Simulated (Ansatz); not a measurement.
Predict the output of the script below (Ansatz 0.2.0, Python API).

The script, `spiral.py`:
```python
# -*- coding: utf-8 -*-
"""Frozen spin spirals in ZnNi."""

import warnings

import ansatz as az
import numpy as np


def main():
    warnings.simplefilter("ignore", az.DeckWarning)

    crystal = (
        az.Lattice.of((2.75418091, 0.0, 0.0), (0.0, 2.75418091, 0.0), (0.0, 0.0, 3.214))
        .atom("Zn", (0.5, 0.5, 0.5))
        .atom("Ni", (0.0, 0.0, 0.0), moment=1.5, axis=(1, 0, 0))
    )
    job = crystal.calculation()
    job = job.functional("pbesol")
    job = job.basis(19 * az.Ha)
    job = job.kpoints(spacing=0.32)
    job = job.occupations("fermi_dirac", width=150 * az.meV)
    job = job.spin("noncollinear")
    # q in fractions of the reciprocal vectors; the moments turn in the xy plane
    rows = []
    for q in [0, 0.1, 0.25, 0.5]:
        rep = job.spin_spiral(tuple(q * np.eye(3)[2])).run(threads=1, backend="cpu").report
        rows.append((q, rep["free_energy_ev"], float(np.linalg.norm(rep["site_moments_nc_mub"], axis=1).max()), rep["n_kpoints"]))
    rows = [(q, 1000 * (e - rows[0][1]), m, nk) for q, e, m, nk in rows]
    print("             q  F - F(q=0) meV  largest moment muB        k-points")
    for row in rows:
        print(f"{str(row[0]):>14s}  {row[1]:14.2f}  {row[2]:18.3f}  {row[3]:14d}")


if __name__ == "__main__":
    main()
```

```console
$ python spiral.py
RunWarning: the starting moments were not kept: the SCF closed with an absolute magnetisation of 1.0e-6 μB, where they sum to 1.5 μB in size (1 site). That is at most 0.1 of that sum. Measured as dr2_m measures the in/out step, that magnetisation stands 1.4e-12 eV from none, at or under the dr2_threshold of 1.0e-7 eV: it is no larger than a step whose dr2_m would equal this threshold. The system may hold no moment; this SCF shows only that its start led to no more than that. To try another [...]
             q  F - F(q=0) meV  largest moment muB        k-points
             0            0.00               0.000              60
           0.1           -3.97               0.000              60
          0.25           -0.66               0.000              60
           0.5           -2.42               0.000              60
```
(Warnings from the package without file and line, shortened, repeats left out.)

Caveats:
- The SCF didn't keep the moments it started from (some shrank, vanished or turned); what is printed is the state reached.
- The mesh is modest for a metal, so energies can be off by several to tens of meV an atom and pressures by half a GPa or more; differences at equal mesh fare better.
- A Fermi-Dirac width this large means warm electrons, whose thermal share enters the free energy.
- The structure is a deposited one; some such entries were measured under pressure or heat, so a shift against it needn't be the functional's error alone.
- Spirals without spin-orbit coupling; moments are free to shrink along the scan.
- The script silences the warnings on its input, which a real study should read.
- Timing: 3.4 min on 1 thread of Arm Neoverse V1 (shared host), peak memory 0.5 GiB.
